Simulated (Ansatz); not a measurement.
# Mg2C: a single-point run

Aim: a sound single-point run of Mg2C. The structure is shown as the input types it. The cell is built on a prototype (antifluorite) and needn't be the phase found in nature.

Method: density functional or hybrid calculation with the settings of its input, plane waves (as first typed), in Ansatz 0.2.0.

1 further run of the same task is left out (for a known fault of the program).

## 1. The system as given

It takes space group Fm-3m (No. 225, cubic). The conventional cell has a = 5.422 Å, b = 5.422 Å, c = 5.422 Å, α = 90.00°, β = 90.00°, γ = 90.00°. C (site symmetry m-3m) has 8 Mg at 2.35 Å as nearest neighbours. Mg (site symmetry -43m) is surrounded by 4 C at 2.35 Å.

Structure file:

```
C Mg
1.0
     0.00000    2.71094    2.71094
     2.71094    0.00000    2.71094
     2.71094    2.71094    0.00000
C Mg
1 2
Direct
  0.00000 0.00000 0.00000
  0.25000 0.25000 0.25000
  0.75000 0.75000 0.75000
```

## 2. Input and run

Input file input.yaml:

```yaml
crystal:
  lattice:
    - [0.0, 2.7109426181, 2.7109426181]
    - [2.7109426181, 0.0, 2.7109426181]
    - [2.7109426181, 2.7109426181, 0.0]
  atoms:
    - { symbol: C, position: [0.0, 0.0, 0.0] }
    - { symbol: Mg, position: [0.25, 0.25, 0.25] }
    - { symbol: Mg, position: [0.75, 0.75, 0.75] }
kpoints:
  mp_grid: { grid: [1, 1, 1] }
hamiltonian:
  xc: pbe
scf:
  occupations: { method: fixed }
  n_extra_bands: 4
output:
  forces: true
  stress: true
  eigenvalues: true
```

Run with:

```
> ansatz run input.yaml --threads 4 --pin off --max-ram 3686MiB --backend cpu --events-out ev --progress --plain --runs-dir out
```

Q: Will this input give a usable result? If not, why, and what should change?

The run converged and reported no error. That alone doesn't make the input a sound one.

Look at the input: kpoints.mp_grid.grid is [1, 1, 1]. The zone is sampled at a single point, which suits only large cells or molecules.

The test: set kpoints.mp_grid.grid to [6, 6, 6].
